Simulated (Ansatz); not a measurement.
# C₄H₉Cl₃SiTe: basis-set convergence

Aim: see how fast density functionals converge with the basis set for C₄H₉Cl₃SiTe.

The runs use Ansatz 0.2.0, Gaussian basis; one geometry, several basis sets.

Plan: PBE0-D4/def2-SVP; ωB97M-V/def2-SVP; PBE0-D4/def2-QZVPP; ωB97M-V/def2-QZVPP; the functionals' def2-TZVPP values are taken from earlier runs.

### Step 1. The relaxed structure

An earlier PBE0-D4 in a triple-zeta def2 set relaxation fixed the geometry. Te takes the def2 core potential; no spin-orbit term is included.

SMILES `CC(C)(C)[Te][Si](Cl)(Cl)Cl`, 18 atoms, charge 0, spin multiplicity 1.

Atoms are counted from 1 here; the program's logs count them from 0.

Bond lengths: C1–C2 1.520 Å, C1–H10 1.092 Å, C1–H11 1.096 Å, C1–H12 1.093 Å, C2–C3 1.516 Å, C2–C4 1.517 Å, C2–Te5 2.211 Å, C3–H13 1.091 Å, C3–H14 1.097 Å, C3–H15 1.091 Å, C4–H16 1.097 Å, C4–H17 1.091 Å, C4–H18 1.090 Å, Te5–Si6 2.455 Å, Si6–Cl7 2.047 Å, Si6–Cl8 2.040 Å, Si6–Cl9 2.045 Å. Angles: C2–C1–H10 111.9°, C2–C1–H11 108.8°, C2–C1–H12 112.1°, H10–C1–H11 107.9°, H10–C1–H12 108.5°, H11–C1–H12 107.5°, C1–C2–C3 110.8°, C1–C2–C4 110.9°, C1–C2–Te5 103.8°, C3–C2–C4 111.4°, C3–C2–Te5 110.7°, C4–C2–Te5 109.0°, C2–C3–H13 112.1°, C2–C3–H14 108.6°, C2–C3–H15 112.2°, H13–C3–H14 108.1°, H13–C3–H15 108.4°, H14–C3–H15 107.3° and more.

### Step 2. PBE0-D4 in def2-SVP

in.yaml reads:

```yaml
crystal:
  periodic: [false, false, false]
  atoms:
    - {symbol: C, position_ang: [-0.505227, -1.246973, -1.745833]}
    - {symbol: C, position_ang: [-0.350443, -0.326430, -0.546004]}
    - {symbol: C, position_ang: [-0.303137, -1.124110, 0.742009]}
    - {symbol: C, position_ang: [-1.455983, 0.711996, -0.514901]}
    - {symbol: Te, position_ang: [1.580586, 0.688432, -0.906574]}
    - {symbol: Si, position_ang: [2.083492, 1.509654, 1.351371]}
    - {symbol: Cl, position_ang: [0.533256, 2.518368, 2.229193]}
    - {symbol: Cl, position_ang: [3.662589, 2.786578, 1.155715]}
    - {symbol: Cl, position_ang: [2.628108, 0.055686, 2.682257]}
    - {symbol: H, position_ang: [0.279943, -2.004778, -1.781158]}
    - {symbol: H, position_ang: [-1.469579, -1.763148, -1.673017]}
    - {symbol: H, position_ang: [-0.498992, -0.695673, -2.689527]}
    - {symbol: H, position_ang: [0.530115, -1.828070, 0.758216]}
    - {symbol: H, position_ang: [-1.234114, -1.697038, 0.834225]}
    - {symbol: H, position_ang: [-0.228874, -0.481946, 1.621278]}
    - {symbol: H, position_ang: [-2.419366, 0.201304, -0.392803]}
    - {symbol: H, position_ang: [-1.494589, 1.288459, -1.440751]}
    - {symbol: H, position_ang: [-1.337773, 1.407689, 0.316316]}
basis:
  gaussian: {orbitals: def2-SVP}
hamiltonian: {xc: pbe0, dispersion: d4}
output: {orbitals: {seedname: orbitals}}
```

After this run come: ωB97M-V in def2-SVP; PBE0-D4 in def2-QZVPP; ωB97M-V in def2-QZVPP.

**Question.** What will the summary of the whole plan be? Wanted: PBE0-D4: double and triple zeta above quadruple; ωB97M-V: double and triple zeta above quadruple.

The runs gave:

| quantity | value |
| --- | --- |
| PBE0-D4: double and triple zeta above quadruple | 22.41, 1.64 eV |
| ωB97M-V: double and triple zeta above quadruple | 22.50, 1.57 eV |

In words: PBE0-D4 gains 20.77 eV from double to triple zeta, then 1.64 eV more. Total energies overstate the basis error of differences, where much of it tends to cancel.
